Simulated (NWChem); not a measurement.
# CH7FSSi2 (SMILES C[SiH2]S[SiH2]F) at 6 levels

Aim: a comparison of 6 runs (HF/STO-3G, HF/3-21G, HF/6-31+G*, wB97X/STO-3G, B3LYP/6-31G*) of CH7FSSi2. 

The results are computed with NWChem 7.3.0.

### 1 The structure to begin with

CH7FSSi2 has 12 atoms, charge 0, and is taken as a singlet. SMILES: `C[SiH2]S[SiH2]F`. Geometry: relaxed at PBE0-D4/def2-TZVP. This is one conformer, not always the lowest.

Bond lengths: C1–Si2 1.860 Å, Si2–S3 2.156 Å, S3–Si4 2.109 Å, Si4–F5 1.602 Å, C1–H6 1.093 Å, C1–H7 1.092 Å, C1–H8 1.092 Å, Si2–H9 1.485 Å, Si2–H10 1.487 Å, Si4–H11 1.480 Å, Si4–H12 1.479 Å. Some angles: C1–Si2–S3 111.5°, Si2–S3–Si4 98.6°, S3–Si4–F5 111.2°, C1–Si2–H9 111.6°, C1–Si2–H10 110.9°, S3–Si2–H9 104.9°, S3–Si2–H10 108.2°, Si2–C1–H6 110.3°, Si2–C1–H7 110.4°, Si2–C1–H8 110.6°.

### 2 Energy and gradient at HF/STO-3G (run 1)

Contents of ch7fssi2.nw:

```
start ch7fssi2
title "CH7FSSi2 hf"
memory 2200 mb

geometry noautosym nocenter noautoz
  C    -1.872500    0.311300   -0.036500
  Si   -0.631400   -1.048000   -0.305100
  S     1.079700   -0.347900   -1.414200
  Si    2.140200    0.549300    0.173100
  F     1.319800    1.776000    0.796900
  H    -2.742800   -0.070400    0.504300
  H    -1.428300    1.121900    0.545000
  H    -2.209500    0.719000   -0.991700
  H    -1.194200   -2.148000   -1.127900
  H    -0.151300   -1.593000    0.992800
  H     2.364100   -0.400900    1.285300
  H     3.403300    1.075400   -0.388000
end

basis spherical bse
  * library STO-3G
end

scf
  thresh 1e-08
  maxiter 80
end

task scf gradient
```

Run with:

```bash
nwchem ch7fssi2.nw > ch7fssi2.out
```

Output:

```text
[...]
  functions       =    44
[...]
  wavefunction    = RHF
[...]
         Total SCF energy =  -1103.985257503176
      One-electron energy =  -2280.379577516763
      Two-electron energy =    804.175976940959
 Nuclear repulsion energy =    372.218343072628
        Time for solution =      2.9s
[...]
                         RHF ENERGY GRADIENTS
    atom               coordinates                        gradient
                 x          y          z           x          y          z
   1 C      -3.538512   0.588272  -0.068975    0.004174  -0.001426  -0.002371
   2 Si     -1.193173  -1.980433  -0.576555   -0.020083   0.031760   0.008880
   3 S       2.040337  -0.657436  -2.672450    0.013876   0.002758  -0.019617
   4 Si      4.044392   1.038026   0.327112   -0.034303   0.019446   0.005374
   5 F       2.494060   3.356153   1.505923    0.010148  -0.013470  -0.005936
   6 H      -5.183140  -0.133037   0.952989   -0.006594  -0.005982   0.004647
   7 H      -2.699096   2.120084   1.029901    0.006003   0.005031   0.004280
   8 H      -4.175350   1.358713  -1.874041   -0.001363   0.002228  -0.008674
   9 H      -2.256711  -4.059131  -2.131422   -0.007920  -0.023238  -0.020686
  10 H      -0.285916  -3.010333   1.876120    0.013681  -0.011333   0.026855
  11 H       4.467501  -0.757591   2.428865    0.000339  -0.017470   0.021879
[...]
```

Wall time 4.5 s (1 thread of Intel Xeon 6975P-C (Granite Rapids), shared host); peak memory 0.097 GiB.

### 3 Energy and forces at HF/3-21G (run 2)

Contents of run.py:

```python
from ase import Atoms
from ase.calculators.nwchem import NWChem

molecule = Atoms(['C', 'Si', 'S', 'Si', 'F', 'H', 'H', 'H', 'H', 'H', 'H', 'H'], positions=[
    [-1.872500, 0.311300, -0.036500],
    [-0.631400, -1.048000, -0.305100],
    [1.079700, -0.347900, -1.414200],
    [2.140200, 0.549300, 0.173100],
    [1.319800, 1.776000, 0.796900],
    [-2.742800, -0.070400, 0.504300],
    [-1.428300, 1.121900, 0.545000],
    [-2.209500, 0.719000, -0.991700],
    [-1.194200, -2.148000, -1.127900],
    [-0.151300, -1.593000, 0.992800],
    [2.364100, -0.400900, 1.285300],
    [3.403300, 1.075400, -0.388000],
])

calc = NWChem(
    label='input',
    theory='scf',
    memory='2200 mb',
    basis='3-21G',
    basispar='spherical bse',
    scf={'nopen': '0', 'rhf': None, 'thresh': '1e-08', 'maxiter': '80'},
)
molecule.calc = calc

forces = molecule.get_forces()
print("Total energy (eV):", round(molecule.get_potential_energy(), 6))
print("forces (eV/A):")
for s, f in zip(molecule.symbols, forces):
    print(f"{s:2s} {f[0]:10.5f} {f[1]:10.5f} {f[2]:10.5f}")
print("dipole (e A):", molecule.get_dipole_moment().round(4))
```

Run with:

```bash
export ASE_NWCHEM_COMMAND="nwchem PREFIX.nwi > PREFIX.nwo"
python run.py
```

Output:

```text
Total energy (eV): -30233.937531
forces (eV/A):
C    -0.57536    0.78043    0.22009
Si   -1.28396   -1.64252    0.08803
S     0.38762   -0.16944   -1.37508
Si    2.46523    0.06381    0.54425
F    -0.92123    1.04649    0.56749
H     0.19510    0.13797   -0.12454
H    -0.15797   -0.11472   -0.14290
H     0.05615   -0.07004    0.26200
H    -0.00550    0.02376    0.10428
H     0.06520    0.07317   -0.01028
H    -0.07940   -0.00910   -0.18106
H    -0.14588   -0.11981    0.04762
dipole (e A): [-0.1574 -0.176   0.3668]
```

The calculator wrote input.nwi:

```
title "input"

permanent_dir input

scratch_dir input

start input

geometry units angstrom nocenter noautosym noautoz
  C  -1.8725000000000001e+00 3.1130000000000002e-01 -3.6499999999999998e-02
  Si -6.3139999999999996e-01 -1.0480000000000000e+00 -3.0509999999999998e-01
  S  1.0797000000000001e+00 -3.4789999999999999e-01 -1.4141999999999999e+00
  Si 2.1402000000000001e+00 5.4930000000000001e-01 1.7310000000000000e-01
  F  1.3198000000000001e+00 1.7760000000000000e+00 7.9690000000000005e-01
  H  -2.7427999999999999e+00 -7.0400000000000004e-02 5.0429999999999997e-01
  H  -1.4282999999999999e+00 1.1218999999999999e+00 5.4500000000000004e-01
  H  -2.2094999999999998e+00 7.1899999999999997e-01 -9.9170000000000003e-01
  H  -1.1941999999999999e+00 -2.1480000000000001e+00 -1.1278999999999999e+00
  H  -1.5129999999999999e-01 -1.5930000000000000e+00 9.9280000000000002e-01
  H  2.3641000000000001e+00 -4.0089999999999998e-01 1.2853000000000001e+00
  H  3.4033000000000002e+00 1.0753999999999999e+00 -3.8800000000000001e-01
end

memory 2200 mb

basis spherical bse noprint
   * library 3-21G
end

scf
  nopen 0
  rhf
  thresh 1e-08
  maxiter 80
end

task scf gradient
```

input.nwo:

```text
Northwest Computational Chemistry Package (NWChem) 7.3.0
             --------------------------------------------------------

           Job information
           ---------------

    nwchem branch   = 7.3.0
    use scalapack   = T
    input           = input.nwi
    prefix          = input.
    data base       = input/input.db
    status          = startup
    nproc           =        1

           Memory information
           ------------------

    heap     =     72089596 doubles =      550.0 Mbytes
    stack    =     72089601 doubles =      550.0 Mbytes
    global   =    144179200 doubles =     1100.0 Mbytes (distinct from heap & stack)
    total    =    288358397 doubles =     2200.0 Mbytes
    verify   = yes
    hardfail = no

[... 145 lines left out ...]
 Convergence threshold     :          1.000E-08
[... 13 lines left out ...]
       Final RHF  results
[... 3 lines left out ...]
      One-electron energy =  -2280.913249807462
[... 1 line left out ...]
 Nuclear repulsion energy =    372.218343072628
[... 51 lines left out ...]
                       ROHF Final Molecular Orbital Analysis
[... 281 lines left out ...]
                         RHF ENERGY GRADIENTS

    atom               coordinates                        gradient
                 x          y          z           x          y          z
   1 C      -3.538512   0.588272  -0.068975    0.011189  -0.015177  -0.004280
   2 Si     -1.193173  -1.980433  -0.576555    0.024969   0.031942  -0.001712
   3 S       2.040337  -0.657436  -2.672450   -0.007538   0.003295   0.026741
[... 8 lines of this table left out ...]
  12 H       6.431304   2.032211  -0.733214    0.002837   0.002330  -0.000926

                 ----------------------------------------
                 |  Time  |  1-e(secs)   |  2-e(secs)   |
                 ----------------------------------------
                 |  CPU   |       0.00   |       0.97   |
                 ----------------------------------------
                 |  WALL  |       0.00   |       0.97   |
                 ----------------------------------------

 Task  times  cpu:        4.9s     wall:        4.9s
 Total times  cpu:        4.9s     wall:        4.9s
```

It took 6 s on 1 thread of Intel Xeon 6975P-C (Granite Rapids), shared host; peak memory 0.097 GiB.

Run 3 isn't shown in full; the table further down has it.

### 4 Energy and gradient at wB97X/STO-3G (run 4)

ch7fssi2.nw: that of step 2 with these lines changed.

```diff
@@ -1,5 +1,3 @@
 start ch7fssi2
-title "CH7FSSi2 hf"
 memory 2200 mb
-
 geometry noautosym nocenter noautoz
@@ -18,3 +16,2 @@
 end
-
 basis spherical bse
@@ -22,8 +19,10 @@
 end
-
-scf
-  thresh 1e-08
-  maxiter 80
+dft
+  xc wb97x
+  grid xfine
+  convergence energy 1e-08
+  iterations 100
+  mulliken
+  print medium
 end
-
-task scf gradient
+task dft gradient
```

Run with:

```bash
nwchem ch7fssi2.nw > ch7fssi2.out
```

Output:

```text
[...]
          Wavefunction type:  closed shell.
          No. of atoms     :    12
          No. of electrons :    66
[...]
          Charge           :     0
          Spin multiplicity:     1
[...]
          AO basis - number of functions:    44
[...]
              XC Information
              --------------
                       wb97x  Method XC Functional
                     Hartree-Fock (Exact) Exchange  1.000
                         wb97x Exchange Functional  1.000
                      wb97x Correlation Functional  1.000
[...]
 d= 0,ls=0.0,diis     1  -1106.1955692796 -1.48D+03  3.24D-02  6.05D-01     4.1
[...]
 d= 0,ls=0.0,diis     8  -1106.3323602737 -2.69D-09  1.46D-06  3.29D-09    24.3
         Total DFT energy =    -1106.332360273655
      One electron energy =    -2280.336571424065
           Coulomb energy =      888.257409659235
    Exchange-Corr. energy =      -86.471541581454
 Nuclear repulsion energy =      372.218343072628
[...]
  wavefunction    = closed shell
[...]
                         DFT ENERGY GRADIENTS
    atom               coordinates                        gradient
                 x          y          z           x          y          z
   1 C      -3.538512   0.588272  -0.068975   -0.000089   0.003320  -0.001324
   2 Si     -1.193173  -1.980433  -0.576555   -0.021493   0.021383   0.008949
   3 S       2.040337  -0.657436  -2.672450    0.012073   0.004613  -0.010926
   4 Si      4.044392   1.038026   0.327112   -0.027296   0.023908   0.009542
   5 F       2.494060   3.356153   1.505923    0.017670  -0.025618  -0.012352
   6 H      -5.183140  -0.133037   0.952989    0.001286  -0.001975  -0.000375
   7 H      -2.699096   2.120084   1.029901    0.001182  -0.002256  -0.001097
   8 H      -4.175350   1.358713  -1.874041    0.001436  -0.001293   0.000389
   9 H      -2.256711  -4.059131  -2.131422   -0.004317  -0.015288  -0.013914
  10 H      -0.285916  -3.010333   1.876120    0.009712  -0.007288   0.016739
  11 H       4.467501  -0.757591   2.428865   -0.001460  -0.008014   0.012390
[...]
```

It took 31 s on 1 thread of Intel Xeon 6975P-C (Granite Rapids), shared host; peak memory 0.15 GiB.

Run 5 isn't shown in full; the table further down has it.

### 5 Energy and gradient at B3LYP/6-31G(d) (Cartesian functions) (run 6)

Contents of test.nw:

```
start test
title "CH7FSSi2"
memory 2200 mb
geometry units au noautosym nocenter noautoz
   C  -3.53851217  0.58827174 -0.06897500
   Si -1.19317308 -1.98043298 -0.57655544
   S   2.04033730 -0.65743572 -2.67245069
   Si  4.04439185  1.03802656  0.32711159
   F   2.49406054  3.35615360  1.50592275
   H  -5.18314081 -0.13303672  0.95298888
   H  -2.69909582  2.12008374  1.02990074
   H  -4.17534987  1.35871308 -1.87404140
   H  -2.25671094 -4.05913172 -2.13142210
   H  -0.28591556 -3.01033372  1.87612010
   H   4.46750153 -0.75759120  2.42886499
   H   6.43130492  2.03221147 -0.73321374
end
basis
   C library 6-31G*
   Si library 6-31G*
   S library 6-31G*
   F library 6-31G*
   H library 6-31G*
end
dft
   xc b3lyp
   grid fine
   convergence energy 1e-08
   iterations 100
   mulliken
   noprint "final vectors analysis"
end
task dft gradient
```

Run with:

```bash
nwchem test.nw > test.out
```

Output:

```text
[...]
          Wavefunction type:  closed shell.
          No. of atoms     :    12
          No. of electrons :    66
[...]
          Charge           :     0
          Spin multiplicity:     1
[...]
          AO basis - number of functions:   101
[...]
              XC Information
              --------------
                         B3LYP Method XC Potential
                     Hartree-Fock (Exact) Exchange  0.200
                        Slater Exchange Functional  0.800 local
                    Becke 1988 Exchange Functional  0.720 non-local
              Lee-Yang-Parr Correlation Functional  0.810
                  VWN I RPA Correlation Functional  0.190 local
[...]
 d= 0,ls=0.0,diis     1  -1119.3769808090 -1.49D+03  1.43D-02  8.21D-01     3.1
[...]
 d= 0,ls=0.0,diis    10  -1119.4569591911 -1.04D-09  1.76D-07  3.22D-10    26.2
         Total DFT energy =    -1119.456959191109
      One electron energy =    -2289.255045584754
           Coulomb energy =      883.781169444671
    Exchange-Corr. energy =      -86.201399095083
 Nuclear repulsion energy =      372.218316044058
[...]
  wavefunction    = closed shell
                         DFT ENERGY GRADIENTS
    atom               coordinates                        gradient
                 x          y          z           x          y          z
   1 C      -3.538512   0.588272  -0.068975    0.002309  -0.002170  -0.001073
   2 Si     -1.193173  -1.980433  -0.576555    0.001842   0.007155   0.000281
   3 S       2.040337  -0.657436  -2.672451   -0.002502   0.001599   0.006956
   4 Si      4.044392   1.038027   0.327112   -0.010006   0.002323  -0.000986
   5 F       2.494061   3.356154   1.505923    0.006708  -0.008703  -0.004646
   6 H      -5.183141  -0.133037   0.952989    0.002107   0.000057  -0.001128
   7 H      -2.699096   2.120084   1.029901   -0.000262  -0.001919  -0.000933
   8 H      -4.175350   1.358713  -1.874041    0.001064  -0.001132   0.001469
   9 H      -2.256711  -4.059132  -2.131422    0.000344   0.000420  -0.000332
  10 H      -0.285916  -3.010334   1.876120   -0.000067   0.000247  -0.000348
  11 H       4.467502  -0.757591   2.428865   -0.000718   0.001325  -0.000038
[...]
```

Run time: 35 s. Hardware: 1 thread of Intel Xeon 6975P-C (Granite Rapids), shared host; peak memory 0.13 GiB.

### 6 The series

| run | level | iteration cap | module | energy (Eh) | dipole moment (D) | HOMO energy (eV) | LUMO energy (eV) | wall time |
| --- | --- | --- | --- | --- | --- | --- | --- | --- |
| 1 | HF/STO-3G | 80 | scf | -1103.985258 | 1.02 | -6.99 | 10.64 | 4.5 s |
| 2 | HF/3-21G | 80 | scf | -1111.076720 | 2.10 | -10.61 | 3.51 | 6 s |
| 3 | HF/6-31+G* (spherical functions) | 80 | scf | -1116.853880 | 1.30 | -10.49 | 1.61 | 51 s |
| 4 | wB97X/STO-3G | 100 | dft | -1106.332360 | 0.96 | -6.06 | 8.27 | 31 s |
| 5 | B3LYP/6-31G* (spherical functions) | 100 | dft | -1119.448761 | 1.28 | -7.32 | 0.20 | 35 s |
| 6 | B3LYP/6-31G* (Cartesian functions) | 100 | dft | -1119.456959 | 1.28 | – | – | 35 s |

### 7 Results

| quantity | value |
| --- | --- |
| run 6: total energy | -1119.45696 Eh |
| run 6: dipole moment | 1.28 D |
| run 6: largest force on an atom | 0.613 eV/Å |

What this shows: The dipole moment (its size) runs from 0.96 D (wB97X/STO-3G) to 2.10 D (HF/3-21G). The two ends differ in method and basis. Over runs 1, 2, 3, 4, 5 the HOMO–LUMO gap runs from 7.52 eV (B3LYP/6-31G*) to 17.63 eV (HF/STO-3G). Totals of different functionals can't be ranked against each other. In runs 1, 4 the basis is minimal, so the values are rough. All runs together took 2.7 min, the longest 51 s.
